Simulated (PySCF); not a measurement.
# C3H7AlFN: the cost of one run

Computed with PySCF 2.14.0, with density-fitted response routines of our own, on a single molecule in the gas phase. Atoms count from 0, in the outputs and in this text.

### 1 The molecule as given

13 atoms, charge 0, multiplicity 1; geometry from: GFN2-xTB. The atoms were then displaced at random by about 0.01 Å, so the start is not that level's minimum.

Bonds of the start (Å): C0–C1 1.45, C1–N2 1.16, N2–Al3 1.95, Al3–C4 2.02, C4–F5 1.48, C0–H6 1.08, C0–H7 1.06, C0–H8 1.12, Al3–H9 1.57, Al3–H10 1.55, C4–H11 1.11, C4–H12 1.12.

### 2 Optimising the geometry at PBE0-D3(BJ)/def2-SVP

Job settings and geometry (Å):

```
{"job": {"xc": "PBE0", "basis": "def2-SVP", "d3": "d3bj", "grid": 1, "shake": 0.01, "kind": "geom"}, "charge": 0, "multiplicity": 1}
C      2.883560    -0.046560    -0.122730
C      1.517400    -0.015060    -0.611990
N      0.428690     0.008140    -1.019860
Al    -1.425840    -0.597220    -0.906290
C     -2.130830     0.820880     0.344830
F     -3.159880    -0.175740    -0.017720
H      3.559400    -0.244570    -0.943280
H      2.973260    -0.780580     0.638460
H      3.104150     0.957840     0.318310
H     -1.129180    -1.979880    -0.233510
H     -1.883670    -0.534410    -2.383500
H     -2.114220     0.785360     1.455580
H     -2.617020     1.784900     0.050410
```

Started as:

```
$ OMP_NUM_THREADS=1 python probes_run.py task.json out
```

One launch serves the whole session: the jobs run in the order shown.

Q: Estimate the wall time and peak memory of this first job on 1 thread of Arm Neoverse V1, shared host.

About 1.9 min, with a peak of 0.5 GiB.
